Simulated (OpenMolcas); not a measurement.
**Fe⁴⁺ in Cs2ZrCl6: CASSCF levels and susceptibility**

Which state of Fe⁴⁺ lies lowest among these ligands, how large is the field, and what χT follows?

Program: OpenMolcas 26.06. Level of theory: state-averaged CASSCF, spin-orbit coupling by RASSI with atomic mean-field integrals. These are calculated values, not measurements, unless marked.

1 further run of the same task is left out (it didn't finish).

## Step 1: The atom as given

| Quantity | Value |
| --- | --- |
| Species | Fe⁴⁺ (iron, Z = 26, 22 electrons) |
| Basis | ANO-RCC-VDZP [5s4p2d1f], 142 functions with the ligands |
| Scalar Hamiltonian | DKH2, point nucleus |
| Inactive shells | 1s 2s 2p 3s 3p of the metal, and all ligand shells |
| Active space | 4 electrons in 5 orbitals (3d) |
| Some configurations of this space | 3d4 |
| Orbitals | optimised for each spin and parity, averaged over all roots |

The outer shells:

3d4
```
3d [↑ ][↑ ][↑ ][↑ ][  ]
```

Fe⁴⁺ is taken with its 6 nearest chloride ions at 2.38 Å, on the cation site of Cs2ZrCl6 (a = 10.407 Å). The rest of the host is ab initio model potentials to 7.6 Å and point charges beyond; the distance is set by hand, nothing relaxes, and no local charge compensation is placed. Ligand basis ANO-RCC-VDZP.

```xyz
15

Fe    0.0000    0.0000    0.0000
Cl    2.3800    0.0000    0.0000
Cl    0.0000    2.3800    0.0000
Cl   -2.3800    0.0000    0.0000
Cl    0.0000   -2.3800    0.0000
Cl    0.0000    0.0000    2.3800
Cl    0.0000    0.0000   -2.3800
Cs    2.6018   -2.6018   -2.6018
Cs   -2.6018    2.6018    2.6018
Cs    2.6018   -2.6018    2.6018
Cs   -2.6018    2.6018   -2.6018
Cs    2.6018    2.6018   -2.6018
Cs   -2.6018   -2.6018    2.6018
Cs    2.6018    2.6018    2.6018
Cs   -2.6018   -2.6018   -2.6018
```

The work runs as a chain of OpenMolcas steps in one folder; each step below is one input file. Labels, J, g values, rates, χT and fits are worked out afterwards by a script from the matrices that RASSI stores.

## Step 2: One- and two-electron integrals

a.inp reads:

```
&GATEWAY
Basis set
Fe.ANO-RCC-VDZP.
Fe1 0.0 0.0 0.0 Angstrom
End of basis
Basis set
Cl.ANO-RCC-VDZP.
L1 2.380000 0.000000 0.000000 Angstrom
L2 0.000000 2.380000 0.000000 Angstrom
L3 0.000000 0.000000 2.380000 Angstrom
End of basis
Basis set
Cs.EMB-AIMP.Seijo.0s.0s.ECP.Cs2ZrCl6.
PseudoCharge
* 4 symmetry-unique lattice sites within 7.6 angstrom
End of basis
Basis set
Cl.EMB-AIMP.Seijo.0s.0s.ECP.Cs2ZrCl6.
PseudoCharge
* 12 symmetry-unique lattice sites within 7.6 angstrom
End of basis
Basis set
Zr.EMB-AIMP.Seijo.0s.0s.ECP.Cs2ZrCl6.
PseudoCharge
* 6 symmetry-unique lattice sites within 7.6 angstrom
End of basis
Symmetry
XYZ
AngMom=0.0 0.0 0.0
AMFI
RICD
XField
1385 Angstrom 0
* Evjen-weighted lattice charges
&SEWARD
```

Run with:

```bash
OMP_NUM_THREADS=1 MOLCAS_MEM=2457 MOLCAS_PROJECT=a pymolcas a.inp > a.log
```

## Step 3: CASSCF: quintets, 5 roots

a.inp reads:

```
&RASSCF
FileOrb=start.orb
Symmetry=1
Spin=5
nActEl=4 0 0
Inactive=30 33
Ras2=5 0
CIRoot=5 5 1
SDav=5
CIMx=300
Iter=150 100
PrWF=0.3
OrbListing=Nothing
MaxOrb=0
LevShft=1.0
>>> COPY $Project.JobIph JOB001
```

start.orb holds start orbitals that the driver prepared beforehand, or those of the step before.

## Step 4: Reference wave functions, triplets, 45 roots

a.inp reads:

```
&RASSCF
FileOrb=start.orb
Symmetry=1
Spin=3
nActEl=4 0 0
Inactive=30 33
Ras2=5 0
CIRoot=45 45 1
SDav=45
CIMx=300
Iter=150 100
PrWF=0.3
OrbListing=Nothing
MaxOrb=0
LevShft=1.0
>>> COPY $Project.JobIph JOB002
```

## Step 5: Reference wave functions, singlets, 50 roots

a.inp reads:

```
&RASSCF
FileOrb=start.orb
Symmetry=1
Spin=1
nActEl=4 0 0
Inactive=30 33
Ras2=5 0
CIRoot=50 50 1
SDav=50
CIMx=300
Iter=150 100
PrWF=0.3
OrbListing=Nothing
MaxOrb=0
LevShft=1.0
>>> COPY $Project.JobIph JOB003
```

## Step 6: State interaction with spin-orbit coupling

a.inp reads:

```
&RASSI
NrOfJobIphs=3 5 45 50
1 2 3 4 5
1 2 3 4 5 6 7 8 9 10 11 12 13 14 15 16 17 18 19 20 21 22 23 24 25 26 27
28 29 30 31 32 33 34 35 36 37 38 39 40 41 42 43 44 45
1 2 3 4 5 6 7 8 9 10 11 12 13 14 15 16 17 18 19 20 21 22 23 24 25 26 27
28 29 30 31 32 33 34 35 36 37 38 39 40 41 42 43 44 45 46 47 48 49 50
IphNames
JOB001
JOB002
JOB003
EJob
SpinOrbit
DIPRint=1.0
SOCoupling=1000.0
Subsets=2
Property=9
'ANGMOM' 1 'ANGMOM' 2 'ANGMOM' 3 'MLTPL  1' 1 'MLTPL  1' 2 'MLTPL  1' 3
'AMFI' 1 'AMFI' 2 'AMFI' 3
SOProperty=3
'ANGMOM' 1 'ANGMOM' 2 'ANGMOM' 3
```

Q: Predict the outcome of this session. Wanted: spin-free ground state; first state of the same spin within the active space; lowest level; next level.

**Answer**, as computed:

| quantity | value |
| --- | --- |
| method | CASSCF |
| spin-free ground state | 5E, 2-fold in its orbital part |
| first state of the same spin within the active space | 5T2 at 22400 cm⁻¹ |
| lowest level | 1-fold |
| next level | 5.1 cm⁻¹ |
| χT at 300 K | 2.98 cm³ K/mol |
| effective moment at 300 K | 4.89 μB |

What this shows: The spin-free ground state (5E) is 2-fold and keeps the highest spin of the shell. χT at 300 K is 2.98, against 3.01 cm³ K/mol for the spin alone; near agreement at one temperature doesn't show that the orbital moment is quenched. An active space of the d shell alone favours high spin; real ions in strong fields can be low spin. An orbital doublet at a regular site is open to a Jahn-Teller distortion, which this geometry leaves out. With metal d orbitals alone active, the gaps between spin states are rough; where two lie within a few thousand cm-1, their order is open. The bonds are covalent and no ligand orbital is active, so the numbers are rough.
